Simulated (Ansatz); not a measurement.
# BCl3H7NSi2: search for a transition state, part 2 of 2

Ansatz 0.2.0, Gaussian basis; PBE0-D4. Earlier steps stand in the parts before.

**7. Relaxing after a step of 0.30 Å one way along the mode**

File downa/in.yaml:

```yaml
crystal:
  periodic: [false, false, false]
  atoms:
    - {symbol: B, position_ang: [-0.742095, -0.559372, -1.155870]}
    - {symbol: Cl, position_ang: [1.136108, 1.058407, -2.325540]}
    - {symbol: Cl, position_ang: [-0.266204, -2.087656, -1.883673]}
    - {symbol: Cl, position_ang: [-2.190023, 0.227557, -1.768925]}
    - {symbol: H, position_ang: [0.826309, 0.743419, -1.170288]}
    - {symbol: N, position_ang: [-0.039605, -0.031857, -0.023266]}
    - {symbol: Si, position_ang: [-0.848544, 1.240167, 0.908826]}
    - {symbol: Si, position_ang: [1.103022, -1.112649, 0.793646]}
    - {symbol: H, position_ang: [0.041524, 1.574888, 2.044307]}
    - {symbol: H, position_ang: [-1.082322, 2.441027, 0.073169]}
    - {symbol: H, position_ang: [-2.121278, 0.672762, 1.411644]}
    - {symbol: H, position_ang: [2.199871, -1.510992, -0.119305]}
    - {symbol: H, position_ang: [1.648860, -0.367260, 1.951322]}
    - {symbol: H, position_ang: [0.334277, -2.288540, 1.263852]}
basis:
  gaussian: {orbitals: def2-TZVP}
hamiltonian: {xc: pbe0, dispersion: d4}
relax: {f_tol: 0.005, max_steps: 200}
```

Run with:

```console
ansatz run in.yaml --threads 4 --pin off --events-out ev --progress --plain --max-ram 66560MiB --backend cuda --devices 0, --max-vram 37GiB
```

Log, cut to the lines that bear on the results:

```text
Functional definition: PBE0
  name "PBE0"
  cite "Adamo & Barone, J. Chem. Phys. 110, 6158 (1999) doi:10.1063/1.478522"
  cite "Perdew, Burke & Ernzerhof, Phys. Rev. Lett. 77, 3865 (1996) doi:10.1103/PhysRevLett.77.3865"
  parent pbe
[...]
1972 factors; their error is unknown
[...]
mean field -55588.17514877 eV, -2042.8277576987 hartree, gradient 3.4e-5 eV, S^2 0.000000; 0 other end points of the search recorded, 0 dependent functions left out
[...]
reference -55588.17518877 eV, -2042.8277591688 hartree; 49, 49 occupied and 240, 240 virtual orbitals, 1972 factors
relax step   1: F+E_penalty+E_count = -55588.68176188 eV  Δ(F+E_penalty+E_count) = +0.000e0 eV  max|allowed force component| = 3.147e0 eV/Å  Δτ_max = 0.0000 Å  (28 SCF iters, accepted)
[...]
Atom 4 at     1.020188     0.916342    -1.408635 Å, force    -0.001365    -0.001141     0.001024 eV/Å
Atom 5 at    -0.276965    -0.233612     0.075476 Å, force    -0.001673    -0.003064    -0.003444 eV/Å
Atom 6 at    -0.899501     1.226850     0.869476 Å, force     0.000486     0.003480     0.000811 eV/Å
Atom 7 at     1.079561    -1.157050     0.752434 Å, force     0.002041     0.000322     0.000832 eV/Å
Atom 8 at     0.047545     1.547571     1.961749 Å, force    -0.000613    -0.000099    -0.000665 eV/Å
Atom 9 at    -0.948308     2.343031    -0.101246 Å, force     0.000065    -0.001239     0.001043 eV/Å
Atom 10 at    -2.244737     0.964313     1.431181 Å, force    -0.000486    -0.000002     0.000254 eV/Å
Atom 11 at     2.118579    -1.353115    -0.283146 Å, force    -0.000706     0.000054     0.000686 eV/Å
Atom 12 at     1.623239    -0.348734     1.867704 Å, force    -0.000128    -0.000483    -0.000586 eV/Å
Atom 13 at     0.599759    -2.461680     1.264158 Å, force    -0.000096    -0.000271     0.000240 eV/Å
Dipole moment:    -0.070449    -0.079735     0.430776 e Å
```

Wall time 25 s (1 × a share of an NVIDIA H100 with 4 threads of AMD EPYC 7R13, shared host); peak host memory 1 GiB.

The steps of the relaxation: (the energy doesn't fall at every step)

| step | energy from step 1 (eV) | largest force component (eV/Å) |
| --- | --- | --- |
| 1 | 0.0000 | 3.1471 |
| 2 | -0.3546 | 0.7040 |
| 3 | -0.4748 | 0.5636 |
| 4 | -0.5080 | 0.5863 |
| 5 | -0.5500 | 0.5472 |
| 6 | -0.5667 | 0.2210 |
| 7 | -0.5108 | 0.9542 |
| 8 | -0.5750 | 0.0576 |
| 9 | -0.5763 | 0.0229 |
| 10 | -0.5765 | 0.0156 |
| 11 | -0.5766 | 0.0036 |
| 12 | -0.5766 | 0.0041 |
| 13 | -0.5767 | 0.0089 |
| 14 | -0.5767 | 0.0091 |
| 15 | -0.5767 | 0.0060 |
| 16 | -0.5767 | 0.0035 |

Close pairs (by a distance rule), those that changed most:

| bond | before (Å) | after (Å) | change (Å) |
| --- | --- | --- | --- |
| Cl2–H5 | 1.237 | 1.285 | +0.049 |
| B1–N6 | 1.433 | 1.408 | -0.025 |
| N6–Si8 | 1.772 | 1.775 | +0.003 |
| N6–Si7 | 1.772 | 1.775 | +0.003 |
| B1–Cl4 | 1.758 | 1.761 | +0.002 |
| B1–Cl3 | 1.758 | 1.761 | +0.002 |
| Si8–H12 | 1.482 | 1.480 | -0.002 |
| Si7–H10 | 1.482 | 1.480 | -0.002 |

**8. Relaxing after a step of 0.30 Å the other way along the mode**

File downb/in.yaml:

```yaml
crystal:
  periodic: [false, false, false]
  atoms:
    - {symbol: B, position_ang: [-0.541366, -0.377139, -1.470304]}
    - {symbol: Cl, position_ang: [0.907734, 0.877884, -2.499135]}
    - {symbol: Cl, position_ang: [-0.261444, -2.094528, -1.873400]}
    - {symbol: Cl, position_ang: [-2.195601, 0.232375, -1.757747]}
    - {symbol: H, position_ang: [0.675849, 0.590684, -0.609901]}
    - {symbol: N, position_ang: [0.113042, 0.098552, -0.100167]}
    - {symbol: Si, position_ang: [-0.857390, 1.268661, 0.911498]}
    - {symbol: Si, position_ang: [1.129179, -1.126950, 0.794321]}
    - {symbol: H, position_ang: [0.041761, 1.579177, 2.045614]}
    - {symbol: H, position_ang: [-1.083148, 2.451427, 0.069602]}
    - {symbol: H, position_ang: [-2.104938, 0.649869, 1.402953]}
    - {symbol: H, position_ang: [2.210038, -1.513137, -0.122913]}
    - {symbol: H, position_ang: [1.652050, -0.368600, 1.953058]}
    - {symbol: H, position_ang: [0.314134, -2.268376, 1.256420]}
basis:
  gaussian: {orbitals: def2-TZVP}
hamiltonian: {xc: pbe0, dispersion: d4}
relax: {f_tol: 0.005, max_steps: 200}
```

Run with:

```console
ansatz run in.yaml --threads 4 --pin off --events-out ev --progress --plain --max-ram 66560MiB --backend cuda --devices 0, --max-vram 37GiB
```

Log, cut to the lines that bear on the results:

```text
[... 5 set-up lines as earlier in the session ...]
[...]
1972 factors; their error is unknown
[...]
mean field -55587.78818841 eV, -2042.8135371679 hartree, gradient 4.5e-5 eV, S^2 0.000000; 0 other end points of the search recorded, 0 dependent functions left out
[...]
reference -55587.78822926 eV, -2042.8135386691 hartree; 49, 49 occupied and 240, 240 virtual orbitals, 1972 factors
relax step   1: F+E_penalty+E_count = -55588.29579818 eV  Δ(F+E_penalty+E_count) = +0.000e0 eV  max|allowed force component| = 5.363e0 eV/Å  Δτ_max = 0.0000 Å  (28 SCF iters, accepted)
[...]
Atom 4 at     1.228681     0.645929    -0.437230 Å, force     0.000158     0.000322     0.000054 eV/Å
Atom 5 at     0.357679     0.185284    -0.166176 Å, force     0.001147    -0.001020     0.000133 eV/Å
Atom 6 at    -0.627232     1.386680     0.798414 Å, force     0.000112     0.000576     0.000969 eV/Å
Atom 7 at     0.808476    -1.272155     0.842084 Å, force    -0.000181    -0.000051    -0.000627 eV/Å
Atom 8 at     0.395014     2.115668     1.589826 Å, force    -0.000028     0.000066     0.000203 eV/Å
Atom 9 at    -1.349947     2.295087    -0.104452 Å, force     0.000434    -0.000309    -0.000169 eV/Å
Atom 10 at    -1.493594     0.599479     1.697442 Å, force    -0.000040    -0.000269    -0.000415 eV/Å
Atom 11 at     2.116097    -1.776534     0.385454 Å, force    -0.000199     0.000095     0.000333 eV/Å
Atom 12 at     0.946665    -0.712073     2.212369 Å, force    -0.000175     0.000280    -0.000100 eV/Å
Atom 13 at    -0.301494    -2.235274     0.786101 Å, force    -0.000034    -0.000327     0.000575 eV/Å
Dipole moment:     0.435292     0.217247     1.012117 e Å
```

It took 27 s on 1 × a share of an NVIDIA H100 with 4 threads of AMD EPYC 7R13, shared host; peak host memory 1 GiB.

Step by step: (the energy doesn't fall at every step)

| step | energy from step 1 (eV) | largest force component (eV/Å) |
| --- | --- | --- |
| 1 | 0.0000 | 5.3628 |
| 2 | -0.7508 | 1.2693 |
| 3 | -1.0196 | 0.9011 |
| 4 | -1.1457 | 0.4830 |
| 5 | -1.1435 | 0.4291 |
| 6 | -1.1767 | 0.1496 |
| 7 | -1.1800 | 0.0208 |
| 8 | -1.1872 | 0.0609 |
| 9 | -1.1904 | 0.0350 |
| 10 | -1.2116 | 0.1947 |
| 11 | -1.2402 | 0.2569 |
| 12 | -1.2623 | 0.4106 |
| 13 | -1.3090 | 0.2027 |
| 14 | -1.3137 | 0.0638 |
| 15 | -1.3147 | 0.0173 |
| 16 | -1.3147 | 0.0099 |
| 17 | -1.3147 | 0.0110 |
| 18 | -1.3148 | 0.0016 |

Distances of close pairs at the start and the end, largest changes first:

| bond | before (Å) | after (Å) | change (Å) |
| --- | --- | --- | --- |
| B1–Cl2 | 2.176 | 1.831 | -0.344 |
| H5–N6 | 0.905 | 1.022 | +0.117 |
| B1–Cl3 | 1.786 | 1.839 | +0.053 |
| B1–Cl4 | 1.786 | 1.838 | +0.052 |
| B1–N6 | 1.591 | 1.610 | +0.019 |
| Si8–H13 | 1.480 | 1.487 | +0.007 |
| Si8–H14 | 1.477 | 1.471 | -0.006 |
| Si8–H12 | 1.469 | 1.474 | +0.005 |

**9. The three structures**

| pair | start side (Å) | saddle (Å) | end side (Å) |
| --- | --- | --- | --- |
| B1–N6 | 1.610 | 1.509 | 1.408 |
| Cl2–H5 | 2.676 | 1.575 | 1.285 |
| B1–Cl2 | 1.831 | 2.458 | 3.907 |
| H5–N6 | 1.022 | 1.264 | 2.282 |

**10. Summary of results**

What follows sums up all 2 parts.

```
                       quantity                                                        value
                 imaginary mode                                                    993i cm⁻¹
    barrier from the start side                                                27.4 kcal/mol
      barrier from the end side                                                19.2 kcal/mol
             energy of the step                                                +8.1 kcal/mol
              pairs that change  B1–N6 tightened, Cl2–H5 formed, B1–Cl2 broken, H5–N6 broken
zero-point energy at the saddle                                                     1.943 eV
```

**Reading.** One imaginary mode, 993i cm⁻¹, makes this a first-order saddle. It joins the planned start and end. At PBE0-D4/def2-TZVP the electronic barrier is 27.4 kcal/mol, about 46 kT at 298 K, and the step runs 8.1 kcal/mol uphill. A step off the saddle overshot and began above it in energy, so the link to its end is likely but not proven. The ends are the nearest minima, not always the lowest complexes.
